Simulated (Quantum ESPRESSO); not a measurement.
# HfGe (Pm-3m) in Quantum ESPRESSO: settings compared, part 3 of 3

Quantum ESPRESSO 7.5. Earlier steps stand in the parts before.

## Step 4: Phonons, rev-vdW-DF2

pw.in reads:

```
&CONTROL
  calculation = 'scf'
  prefix = 'pwscf'
  outdir = './tmp'
  pseudo_dir = './pseudo'
  tprnfor = .true.
  tstress = .true.
  disk_io = 'low'
/
&SYSTEM
  ibrav = 0
  nat = 2
  ntyp = 2
  ecutwfc = 45
  ecutrho = 360
  nbnd = 20
  input_dft = 'vdw-df2-b86r'
  occupations = 'smearing'
  smearing = 'mv'
  degauss = 0.01469973
/
&ELECTRONS
  conv_thr = 4d-10
  electron_maxstep = 120
  mixing_beta = 0.5
/
ATOMIC_SPECIES
Hf   178.4900 hf_pbe_v1.uspp.F.UPF
Ge    72.6300 ge_pbe_v1.4.uspp.F.UPF
CELL_PARAMETERS angstrom
   3.5008378700    0.0000000000    0.0000000000
   0.0000000000    3.5008378700    0.0000000000
   0.0000000000    0.0000000000    3.5008378700
ATOMIC_POSITIONS crystal
Hf     0.0000000000    0.0000000000    0.0000000000
Ge     0.5000000000    0.5000000000    0.5000000000
K_POINTS automatic
7 7 7 0 0 0
```

relax.in reads:

```
&CONTROL
  calculation = 'vc-relax'
  prefix = 'pwscf'
  outdir = './tmp'
  pseudo_dir = './pseudo'
  tprnfor = .true.
  tstress = .true.
  disk_io = 'low'
  nstep = 40
  forc_conv_thr = 0.0001
  etot_conv_thr = 1d-06
/
&SYSTEM
  ibrav = 0
  nat = 2
  ntyp = 2
  ecutwfc = 45
  ecutrho = 360
  nbnd = 20
  input_dft = 'vdw-df2-b86r'
  occupations = 'smearing'
  smearing = 'mv'
  degauss = 0.01469973
/
&ELECTRONS
  conv_thr = 4d-10
  electron_maxstep = 120
  mixing_beta = 0.5
/
&IONS
  ion_dynamics = 'bfgs'
/
&CELL
  cell_dynamics = 'bfgs'
  press = 0
  press_conv_thr = 0.2
/
ATOMIC_SPECIES
Hf   178.4900 hf_pbe_v1.uspp.F.UPF
Ge    72.6300 ge_pbe_v1.4.uspp.F.UPF
CELL_PARAMETERS angstrom
   3.5008378700    0.0000000000    0.0000000000
   0.0000000000    3.5008378700    0.0000000000
   0.0000000000    0.0000000000    3.5008378700
ATOMIC_POSITIONS crystal
Hf     0.0000000000    0.0000000000    0.0000000000
Ge     0.5000000000    0.5000000000    0.5000000000
K_POINTS automatic
7 7 7 0 0 0
```

scf2.in reads:

```
&CONTROL
  calculation = 'scf'
  prefix = 'pwscf'
  outdir = './tmp'
  pseudo_dir = './pseudo'
  tprnfor = .true.
  tstress = .true.
  disk_io = 'low'
/
&SYSTEM
  ibrav = 0
  nat = 2
  ntyp = 2
  ecutwfc = 45
  ecutrho = 360
  nbnd = 20
  input_dft = 'vdw-df2-b86r'
  occupations = 'smearing'
  smearing = 'mv'
  degauss = 0.01469973
/
&ELECTRONS
  conv_thr = 1d-13
  electron_maxstep = 120
  mixing_beta = 0.5
  startingpot = 'file'
  startingwfc = 'file'
/
ATOMIC_SPECIES
Hf   178.4900 hf_pbe_v1.uspp.F.UPF
Ge    72.6300 ge_pbe_v1.4.uspp.F.UPF
CELL_PARAMETERS angstrom
   3.3184888753    0.0000000000    0.0000000000
   0.0000000000    3.3184888753    0.0000000000
   0.0000000000    0.0000000000    3.3184888753
ATOMIC_POSITIONS crystal
Hf     0.0000000000    0.0000000000    0.0000000000
Ge     0.5000000000    0.5000000000    0.5000000000
K_POINTS automatic
7 7 7 0 0 0
```

ph.in reads:

```
phonons of HfGe
&INPUTPH
  prefix = 'pwscf'
  outdir = './tmp'
  tr2_ph = 1d-18
  fildyn = 'dyn'
  niter_ph = 90
  alpha_mix(1) = 0.4
/
0.0000000000 0.0000000000 0.0000000000
```

dynmat.in reads:

```
&INPUT
  fildyn = 'dyn'
  asr = 'crystal'
  filout = 'dynmat.disp'
  fileig = 'dynmat.eig'
/
```

Potentials or basis: GBRV 1.5 PBE.

Launch:

```
$ OMP_NUM_THREADS=1 pw.x -in pw.in > pw.out
$ OMP_NUM_THREADS=1 pw.x -in relax.in > relax.out
$ OMP_NUM_THREADS=1 pw.x -in scf2.in > scf2.out
$ OMP_NUM_THREADS=1 ph.x -in ph.in > ph.out
$ OMP_NUM_THREADS=1 dynmat.x -in dynmat.in > dynmat.out
```

pw.out:

```text
This program is part of the open-source Quantum ESPRESSO suite
     for quantum simulation of materials; please cite
         "P. Giannozzi et al., J. Phys.:Condens. Matter 21 395502 (2009);
         "P. Giannozzi et al., J. Phys.:Condens. Matter 29 465901 (2017);
         "P. Giannozzi et al., J. Chem. Phys. 152 154105 (2020);
     in publications or presentations arising from this work. More details at

     IMPORTANT: XC functional enforced from input :
     Exchange-correlation= VDW-DF2-B86R
                           (   1   4  26   0   2   0   0)
     Any further DFT definition will be discarded
     Please, verify this is what you really want

     Message from routine setup:
     using ibrav=0 with symmetry is DISCOURAGED, use correct ibrav instead

     G-vector sticks info
     --------------------
     sticks:   dense  smooth     PW     G-vecs:    dense   smooth      PW
     Sum        1245     621    185                33371    11753    1935

     Using Slab Decomposition

     bravais-lattice index     =            0
     lattice parameter (alat)  =       6.6156  a.u.
     unit-cell volume          =     289.5427 (a.u.)^3
     number of atoms/cell      =            2
     number of atomic types    =            2
     number of electrons       =        26.00
     number of Kohn-Sham states=           20
     kinetic-energy cutoff     =      45.0000  Ry
     charge density cutoff     =     360.0000  Ry
     scf convergence threshold =      4.0E-10
     mixing beta               =       0.5000
     number of iterations used =            8  plain     mixing
     Exchange-correlation= VDW-DF2-B86R
                           (   1   4  26   0   2   0   0)

     celldm(1)=   6.615625  celldm(2)=   0.000000  celldm(3)=   0.000000
     celldm(4)=   0.000000  celldm(5)=   0.000000  celldm(6)=   0.000000

     crystal axes: (cart. coord. in units of alat)
               a(1) = (   1.000000   0.000000   0.000000 )
               a(2) = (   0.000000   1.000000   0.000000 )
               a(3) = (   0.000000   0.000000   1.000000 )

     reciprocal axes: (cart. coord. in units 2 pi/alat)
               b(1) = (  1.000000  0.000000  0.000000 )
               b(2) = (  0.000000  1.000000  0.000000 )
               b(3) = (  0.000000  0.000000  1.000000 )

     PseudoPot. # 1 for Hf read from file:
     hf_pbe_v1.uspp.F.UPF
     Pseudo is Ultrasoft + core correction, Zval = 12.0
     Generated by new atomic code, or converted to UPF format
     Using radial grid of  921 points,  8 beta functions with:
                l(1) =   0
                l(2) =   0
                l(3) =   0
                l(4) =   1
                l(5) =   1
                l(6) =   2
                l(7) =   2
                l(8) =   3
     Q(r) pseudized with  6 coefficients,  rinner =    1.200   1.200   1.200
                                                       1.200   1.200   1.200
                                                       1.200

     PseudoPot. # 2 for Ge read from file:
     ge_pbe_v1.4.uspp.F.UPF
     Pseudo is Ultrasoft + core correction, Zval = 14.0
     Generated by new atomic code, or converted to UPF format
     Using radial grid of  873 points,  6 beta functions with:
                l(1) =   0
                l(2) =   0
                l(3) =   1
                l(4) =   1
                l(5) =   2
                l(6) =   2
     Q(r) pseudized with  8 coefficients,  rinner =    1.400   1.400   1.400
                                                       1.400   1.400

     atomic species   valence    mass     pseudopotential
     Hf               12.00   178.49000     Hf( 1.00)
     Ge               14.00    72.63000     Ge( 1.00)

     48 Sym. Ops., with inversion, found

   Cartesian axes

     site n.     atom                  positions (alat units)
         1        Hf     tau(   1) = (   0.0000000   0.0000000   0.0000000  )
         2        Ge     tau(   2) = (   0.5000000   0.5000000   0.5000000  )

     number of k points=    20  Marzari-Vanderbilt smearing, width (Ry)=  0.0147
                       cart. coord. in units 2pi/alat
        k(    1) = (   0.0000000   0.0000000   0.0000000), wk =   0.0058309
        k(    2) = (   0.0000000   0.0000000   0.1428571), wk =   0.0349854
        k(    3) = (   0.0000000   0.0000000   0.2857143), wk =   0.0349854
        k(    4) = (   0.0000000   0.0000000   0.4285714), wk =   0.0349854
        k(    5) = (   0.0000000   0.1428571   0.1428571), wk =   0.0699708
        k(    6) = (   0.0000000   0.1428571   0.2857143), wk =   0.1399417
[... 12 lines left out ...]
        k(   19) = (   0.2857143   0.4285714   0.4285714), wk =   0.1399417
        k(   20) = (   0.4285714   0.4285714   0.4285714), wk =   0.0466472

     Dense  grid:    33371 G-vectors     FFT dimensions: (  40,  40,  40)

     Smooth grid:    11753 G-vectors     FFT dimensions: (  30,  30,  30)

     Check: negative core charge=   -0.000002

     Initial potential from superposition of free atoms

     starting charge      23.9991, renormalised to      26.0000

     negative rho (up, down):  1.199E-01 0.000E+00

     %%%%%%%%%%%%%%%%%%%%%%%%%%%%%%%%%%%%%%%%%%%%%%%%%%%%%%%%%%%%%%%%%%%%%%%%
     %                                                                      %
     % You are using vdW-DF, which was implemented by the Thonhauser group. %
     % Please cite the following two papers that made this development      %
     % possible and the two reviews that describe the various versions:     %
     %                                                                      %
     %   T. Thonhauser et al., PRL 115, 136402 (2015).                      %
     %   T. Thonhauser et al., PRB 76, 125112 (2007).                       %
     %   K. Berland et al., Rep. Prog. Phys. 78, 066501 (2015).             %
     %   D.C. Langreth et al., J. Phys.: Condens. Matter 21, 084203 (2009). %
     %                                                                      %
     % If you are calculating stress with vdW-DF, please also cite:         %
     %                                                                      %
     %   R. Sabatini et al., J. Phys.: Condens. Matter 24, 424209 (2012).   %
     %                                                                      %
     %%%%%%%%%%%%%%%%%%%%%%%%%%%%%%%%%%%%%%%%%%%%%%%%%%%%%%%%%%%%%%%%%%%%%%%%

     %%%%%%%%%%%%%%%%%%%%%%%%%%%%%%%%%%%%%%%%%%%%%%%%%%%%%%%%%%%%%%%%%%%%%%%%
     %                                                                      %
     %  vdW-DF NEWS:                                                        %
     %                                                                      %
     %  * vdW-DF3 is now available. DOI: 10.1021/acs.jctc.0c00471           %
     %    use with input_dft = 'vdW-DF3-opt1' or 'vdW-DF3-opt2'             %
     %                                                                      %
     %  * Unscreened and range-separated hybrid vdW-DF-cx functionals       %
     %    DOI: 10.1063/1.4986522 and 10.1088/1361-648X/ac2ad2               %
     %    use with input_dft = 'vdW-DF-cx0'    and 'vdW-DF-ahcx'            %
     %  * Unscreened and range-separated hybrid vdW-DF2-b86r functionals    %
     %    DOI: 10.1063/1.4986522 and DOI: 10.1103/PhysRevX.12.041003        %
     %    use with input_dft = 'vdW-DF2-br0' and 'vdW-DF2-ahbr'             %
     %                                                                      %
     %%%%%%%%%%%%%%%%%%%%%%%%%%%%%%%%%%%%%%%%%%%%%%%%%%%%%%%%%%%%%%%%%%%%%%%%

     Starting wfcs are   22 randomized atomic wfcs

     Self-consistent Calculation

     iteration #  1     ecut=    45.00 Ry     beta= 0.50
     Davidson diagonalization with overlap
     ethr =  1.00E-02,  avg # of iterations =  3.5

     negative rho (up, down):  1.158E-01 0.000E+00

     total energy              =    -369.37284993 Ry
     estimated scf accuracy    <       4.65021614 Ry

     iteration #  2     ecut=    45.00 Ry     beta= 0.50
     Davidson diagonalization with overlap
     ethr =  1.00E-02,  avg # of iterations =  2.0
[... 69 lines left out ...]
     iteration # 10     ecut=    45.00 Ry     beta= 0.50
     Davidson diagonalization with overlap
     ethr =  2.59E-10,  avg # of iterations =  2.4

     negative rho (up, down):  1.192E-01 0.000E+00

     End of self-consistent calculation

          k = 0.0000 0.0000 0.0000 (  1419 PWs)   bands (ev):

   -50.3300 -18.9296 -18.9296 -18.9296 -11.3202 -11.3202 -11.3099 -11.3099
   -11.3099   1.4908  11.0638  11.0638  13.8227  13.8227  13.8227  15.2564
    15.2564  15.2564  15.7081  22.8893

          k = 0.0000 0.0000 0.1429 (  1458 PWs)   bands (ev):

   -50.3291 -18.9606 -18.9274 -18.9274 -11.3199 -11.3156 -11.3106 -11.3106
   -11.3097   1.7545  10.4084  11.1816  13.1679  13.1679  13.2047  15.3021
    16.0877  16.0877  17.2343  21.7287
[... 103 lines left out ...]
          k = 0.4286 0.4286 0.4286 (  1478 PWs)   bands (ev):

   -50.3159 -19.0472 -19.0468 -19.0468 -11.3193 -11.3178 -11.3178 -11.2844
   -11.2844   5.5583   8.6646   8.6646   9.2962  14.3141  14.8431  14.8431
    17.4791  17.4791  18.9173  19.7784

     the Fermi energy is    12.2439 ev

!    total energy              =    -370.91787664 Ry
     estimated scf accuracy    <          3.0E-10 Ry
     smearing contrib. (-TS)   =      -0.00038260 Ry
     internal energy E=F+TS    =    -370.91749404 Ry

     The total energy is F=E-TS. E is the sum of the following terms:
     one-electron contribution =    -140.55398338 Ry
     hartree contribution      =      88.23946464 Ry
     xc contribution           =    -132.05496664 Ry
     ewald contribution        =    -186.54800866 Ry

     convergence has been achieved in  10 iterations

     negative rho (up, down):  1.192E-01 0.000E+00

     Forces acting on atoms (cartesian axes, Ry/au):

     atom    1 type  1   force =     0.00000000    0.00000000    0.00000000
     atom    2 type  2   force =     0.00000000    0.00000000    0.00000000

     Total force =     0.000000     Total SCF correction =     0.000000

     Computing stress (Cartesian axis) and pressure

     negative rho (up, down):  1.192E-01 0.000E+00
          total   stress  (Ry/bohr**3)                   (kbar)     P=     -142.77
  -0.00097055   0.00000000   0.00000000         -142.77        0.00        0.00
   0.00000000  -0.00097055   0.00000000            0.00     -142.77        0.00
   0.00000000   0.00000000  -0.00097055            0.00        0.00     -142.77

=------------------------------------------------------------------------------=
   JOB DONE.
=------------------------------------------------------------------------------=
```

Wall time 10 min (1 thread of Arm Neoverse V1, shared host); peak memory 0.28 GiB.

Results:

| Quantity | Value |
| --- | --- |
| Free energy | -5046.9123 eV |
| Relaxed volume | 18.27 Å³/atom |
| Relaxed cell | a = 3.318 Å, b = 3.318 Å, c = 3.318 Å, α = 90.00°, β = 90.00°, γ = 90.00° |
| Space group after relaxing (to 0.05 Å) | Pm-3m (No. 221) |
| Pressure after relaxing | -0.1 GPa |
| Band gap on the k mesh | none (metal or under the smearing width) |
| Highest phonon frequency at Γ | 169 cm⁻¹ |

The path:
```tsv
step	energy change (eV)	largest force (eV/Å)	pressure (GPa)	volume (Å³)
1	0.0000	0.0000	-14.28	42.91
2	-0.2253	0.0000	-9.04	39.86
3	-0.3155	0.0000	3.62	35.56
4	-0.3261	0.0000	-0.51	36.69
5	-0.3263	0.0000	-0.02	36.55
6	-0.3263	0.0000	0.00	36.54
```

Final structure:
```cif
data_structure
_symmetry_space_group_name_H-M 'P 1'
_symmetry_Int_Tables_number 1
_cell_length_a 3.3185
_cell_length_b 3.3185
_cell_length_c 3.3185
_cell_angle_alpha 90.000
_cell_angle_beta 90.000
_cell_angle_gamma 90.000
_cell_volume 36.54
loop_
_atom_site_label
_atom_site_type_symbol
_atom_site_fract_x
_atom_site_fract_y
_atom_site_fract_z
_atom_site_occupancy
Hf1 Hf 0.00000 0.00000 0.00000 1
Ge1 Ge 0.50000 0.50000 0.50000 1
```

Phonon frequencies in cm⁻¹ (negative: imaginary):
```csv
q point,frequencies
"(0.000, 0.000, 0.000)",49 49 49 169 169 169
```

Optical modes at Γ, degenerate ones joined:
| cm⁻¹ | components | symmetry | active in |
| --- | --- | --- | --- |
| 162 | 3 | T1u | IR |

Caveat: the mesh is thin for the phonons of a metal; the potentials were made for another functional, which shifts forces and pressure; before the sum rule the acoustic modes lie tens of cm⁻¹ from zero, a sign that the density grid also shifts the optical modes. The run has no spin-orbit coupling, so splittings on Hf are missing.

## Step 5: The runs side by side

| level | rVV10 parameter b | gap on the mesh (eV) | pressure (GPa) |
| --- | --- | --- | --- |
| PBE+D3(BJ) | - | none | -0.1 |
| rPW86PBE+rVV10 | 6.3 | none | -0.1 |
| rev-vdW-DF2 | - | none | -0.1 |

Alike in all rows: task phonons; potentials or basis GBRV 1.5 PBE; no spin polarisation; cell relaxed; k mesh 7 × 7 × 7; cutoff (eV) 612; smearing cold 0.2 eV.

Caveats: the mesh is thin for the phonons of a metal; pairwise dispersion overbinds metals, which lowers pressure and volume (some runs); the potentials were made for another functional, which shifts forces and pressure (some runs); before the sum rule the acoustic modes lie tens of cm⁻¹ from zero, a sign that the density grid also shifts the optical modes (some runs); the volume moved by over 15 % at a fixed basis, so the end points are rough (some runs).

Total energies depend on the potentials used, so only differences within one code and one set of settings carry meaning.
